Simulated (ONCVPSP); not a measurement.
# Tungsten: generating and testing an ONCV potential

Aim: build the potential from the settings below, then test how well it stands in for the atom: other configurations, scattering, ghost states and the plane-wave cutoff that it needs.

The numbers are computed with ONCVPSP 4.0.1.1 (patched build) (PBE, scalar-relativistic, spin-unpolarised reference atom).

### 1 Settings

The settings as typed:

| Item | Value |
| --- | --- |
| element | tungsten (W, Z = 74) |
| type | optimised norm-conserving Vanderbilt (ONCV) |
| frozen core | [Kr] 4d10 4f14 |
| valence charge | 14 |
| reference configuration | 5s2 5p6 5d5 6s1 |
| partial waves | 5s+6s: rc 1.65 bohr, ncon 4, nbas 7, qcut 7 1/bohr, 2 projectors; 5p: rc 1.50 bohr, ncon 5, nbas 8, qcut 7.2 1/bohr, 3 projectors, debl 0.6 Ha; 5d: rc 2.80 bohr, ncon 4, nbas 9, qcut 6.3 1/bohr, 2 projectors, debl 3.6 Ha |
| local potential | polynomial inside 1.05 bohr (lpopt 5, dvloc0 0 Ha) |
| core correction | Teter function, fcfact 3.25, rcfact 1.55 |

The outer shells as boxes (Hund's rule for the drawing; the calculation is spin-unpolarised):

```
[Kr] core
4d [↑↓][↑↓][↑↓][↑↓][↑↓]
4f [↑↓][↑↓][↑↓][↑↓][↑↓][↑↓][↑↓]
5s [↑↓]
5p [↑↓][↑↓][↑↓]
5d [↑ ][↑ ][↑ ][↑ ][↑ ]
6s [↑ ]
```

### 2 Generating the potential

W.dat

```
# ATOM AND REFERENCE CONFIGURATION
# atsym  z   nc   nv     iexc    psfile
  W 74.00   10    4        4      upf
#
#   n    l    f
    1    0    2.00
    2    0    2.00
    2    1    6.00
    3    0    2.00
    3    1    6.00
    3    2   10.00
    4    0    2.00
    4    1    6.00
    4    2   10.00
    4    3   14.00
    5    0    2.00
    5    1    6.00
    5    2    5.00
    6    0    1.00
#
# PSEUDOPOTENTIAL AND OPTIMIZATION
# lmax
    2
#
#   l,   rc,      ep,       ncon, nbas, qcut
    0    1.65    0.00    4    7    7.00
    1    1.50    0.00    5    8    7.20
    2    2.80    0.00    4    9    6.30
#
# LOCAL POTENTIAL
# lloc, lpopt,  rc(5),   dvloc0
    4    5    1.05    0.00
#
# VANDERBILT-KLEINMAN-BYLANDER PROJECTORs
# l, nproj, debl
    0    2    0.60
    1    3    0.60
    2    2    3.60
#
# MODEL CORE CHARGE
# icmod, fcfact, rcfact
    3    3.25    1.55
#
# LOG DERIVATIVE ANALYSIS
# epsh1, epsh2, depsh
   -4.00    5.00    0.02
#
# OUTPUT GRID
# rlmax, drl
    6.00    0.01
#
# TEST CONFIGURATIONS
# ncnf
    4
# nvcnf
#   n    l    f
    4
    5    0    2.00
    5    1    6.00
    5    2    4.00
    6    0    2.00
#
    4
    5    0    2.00
    5    1    6.00
    5    2    4.00
    6    0    1.00
#
    4
    5    0    2.00
    5    1    6.00
    5    2    4.00
    6    0    0.00
#
    4
    5    0    2.00
    5    1    6.00
    5    2    3.00
    6    0    0.00
#
```

Run with:

```bash
$ oncvpsp.x < W.dat > W.out
```

Q: Predict the outcome of this session. Wanted: cutoffs for 1 and 0.1 mHa per electron, occupied waves; bound ghosts; GHOST(+) flags; largest test error; largest phase difference near zero energy, channels read; rms error of d²Exc/dn², without and with the model core; projector energies reset by the program.

As calculated:

```
                                                quantity                                               value
  cutoffs for 1 and 0.1 mHa per electron, occupied waves                                     34 Ha and 80 Ha
                                            bound ghosts                                          none found
                                          GHOST(+) flags  s at 54 eV, p at 445 eV, p at 3661 eV, d at 195 eV
                            largest test error (AE − PS)     -6.4 meV, for 5s2 5p6 5d4 6s0 (1 test unsolved)
largest phase difference near zero energy, channels read                                           0.002 rad
 rms error of d²Exc/dn², without and with the model core                                   6.51 and 0.81 mHa
                 projector energies reset by the program                          p: -1.522, 0.250, 0.850 Ha
```

By total energies transferability is good where solved: the largest error is 6.4 meV on 23.0 eV, for 5s2 5p6 5d4 6s0. Of the tests 1 gave no usable energy difference, which is a warning in itself. The potential is of middling hardness: the looser tolerance needs 34 Ha. The 5p wave sets it; 5s needs 19 Ha. The program's ghost test flags no bound state. Near zero energy the phases of the channels with partial waves agree within 0.002 rad. The program also flags highly localised states, GHOST(+) (s, p, d). Note that the frozen 4f shell (-31 eV) lies no deeper than the valence 5s shell (-77 eV). All of this concerns the isolated atom, not yet a solid.
